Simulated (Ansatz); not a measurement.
**C4H9Br: ionisation energy by level of theory**

One table from this session's results is given with a row withheld; the runs are named, their logs left out.

Method: unrestricted cation, the program's frozen cores in correlated methods; program: Ansatz 0.2.0, Gaussian basis.

Plan: UKS PBE-D4/def2-TZVPP; UKS r2SCAN-D4/def2-TZVPP; UKS PBE0-D4/def2-TZVPP; UKS B3LYP-D4/def2-TZVPP; UKS wB97X-V/def2-TZVPP; UKS wB97M-V/def2-TZVPP; UKS B2PLYP/def2-TZVPP; UHF-CCSD(T)/def2-TZVPP; UHF-MP2/def2-QZVPP; extrapolation to the limit; then −ε(HOMO) from the neutral's earlier runs with LDA (SPW92), PBE-D4, revPBE-D4, BLYP-D4, r2SCAN-D4, B97M-V, PBE0-D4, B3LYP-D4, r2SCANh-D4, r2SCAN0-D4, HSE06-D4, BHLYP-D4, CAM-B3LYP-D4, LC-ωPBE, ωB97X-V, ωB97M-V.

### The geometry

The geometry comes from an earlier relaxation with PBE0-D4 in a triple-zeta def2 set; it is a stationary point, not always the lowest conformer.

14 atoms, charge 0, spin multiplicity 1.

Atoms are counted from 1 here; the program's logs count them from 0.

Bond lengths: C1–C2 1.518 Å, C1–H6 1.094 Å, C1–H7 1.094 Å, C1–H8 1.092 Å, C2–C3 1.519 Å, C2–H9 1.094 Å, C2–H10 1.096 Å, C3–C4 1.509 Å, C3–H11 1.095 Å, C3–H12 1.099 Å, C4–Br5 1.953 Å, C4–H13 1.089 Å, C4–H14 1.088 Å. Angles: C2–C1–H6 111.4°, C2–C1–H7 111.1°, C2–C1–H8 111.4°, H6–C1–H7 107.5°, H6–C1–H8 107.7°, H7–C1–H8 107.6°, C1–C2–C3 112.5°, C1–C2–H9 109.9°, C1–C2–H10 109.8°, C3–C2–H9 109.1°, C3–C2–H10 109.1°, H9–C2–H10 106.3°, C2–C3–C4 114.6°, C2–C3–H11 110.1°, C2–C3–H12 109.3°, C4–C3–H11 109.4°, C4–C3–H12 106.7°, H11–C3–H12 106.3° and more.

Set-up of the first run:

in.yaml

```yaml
crystal:
  periodic: [false, false, false]
  atoms:
    - {symbol: C, position_ang: [-1.510931, 0.755721, 1.005839]}
    - {symbol: C, position_ang: [-0.648241, 0.369583, -0.182355]}
    - {symbol: C, position_ang: [0.574340, -0.434495, 0.224295]}
    - {symbol: C, position_ang: [1.450763, -0.870738, -0.923751]}
    - {symbol: Br, position_ang: [2.305711, 0.635428, -1.826995]}
    - {symbol: H, position_ang: [-1.868968, -0.127823, 1.542041]}
    - {symbol: H, position_ang: [-0.949412, 1.367771, 1.717078]}
    - {symbol: H, position_ang: [-2.384901, 1.330696, 0.692918]}
    - {symbol: H, position_ang: [-0.324669, 1.268558, -0.715112]}
    - {symbol: H, position_ang: [-1.239777, -0.214441, -0.897101]}
    - {symbol: H, position_ang: [1.173467, 0.130422, 0.945840]}
    - {symbol: H, position_ang: [0.251579, -1.349271, 0.740016]}
    - {symbol: H, position_ang: [0.885794, -1.387032, -1.699039]}
    - {symbol: H, position_ang: [2.272344, -1.503478, -0.594972]}
basis:
  gaussian: {orbitals: def2-TZVPP}
total_charge: 1
magnetization: {spin_polarized: true, initial_magnetization: 1}
hamiltonian: {xc: pbe, dispersion: d4}
```

Run with:

```
$ ansatz run in.yaml --threads 2 --pin off --events-out ev --progress --plain --max-ram 32768MiB --backend cuda --devices 0, --max-vram 18GiB
```

Among the steps run: Cation, UKS PBE-D4/def2-TZVPP; Cation, UKS r2SCAN-D4/def2-TZVPP; Cation, UKS PBE0-D4/def2-TZVPP; Cation, UKS B3LYP-D4/def2-TZVPP; Cation, UKS wB97X-V/def2-TZVPP; Cation, UKS wB97M-V/def2-TZVPP; Cation, UKS B2PLYP (frozen core)/def2-TZVPP; Cation, UHF-CCSD(T)/def2-TZVPP; Cation, UHF-MP2/def2-QZVPP.

One of the session's tables, all rows but one given; the rest of the session is left out.

For comparison, −ε(HOMO) of the neutral from earlier runs:

```
  functional  −ε(HOMO) (eV)
 LDA (SPW92)           6.60
      PBE-D4           6.47
   revPBE-D4           6.41
     BLYP-D4              ?
   r2SCAN-D4           6.76
      B97M-V           6.88
     PBE0-D4           7.76
    B3LYP-D4           7.51
  r2SCANh-D4           7.24
  r2SCAN0-D4           7.95
    HSE06-D4           7.36
    BHLYP-D4           8.90
CAM-B3LYP-D4           9.12
     LC-ωPBE          10.53
     ωB97X-V          10.16
     ωB97M-V          10.03
```

**Question.** Estimate the row for BLYP-D4.

Worked estimate for «−ε(HOMO) (eV)». Against the share of exact exchange, B3LYP-D4 (0.2, 7.51), BHLYP-D4 (0.5, 8.90) give a slope of 4.63 per unit share; at 0 the line stands at 6.58.

The run gave: −ε(HOMO) (eV): 6.31. In «−ε(HOMO) (eV)» the line misses by +0.27.
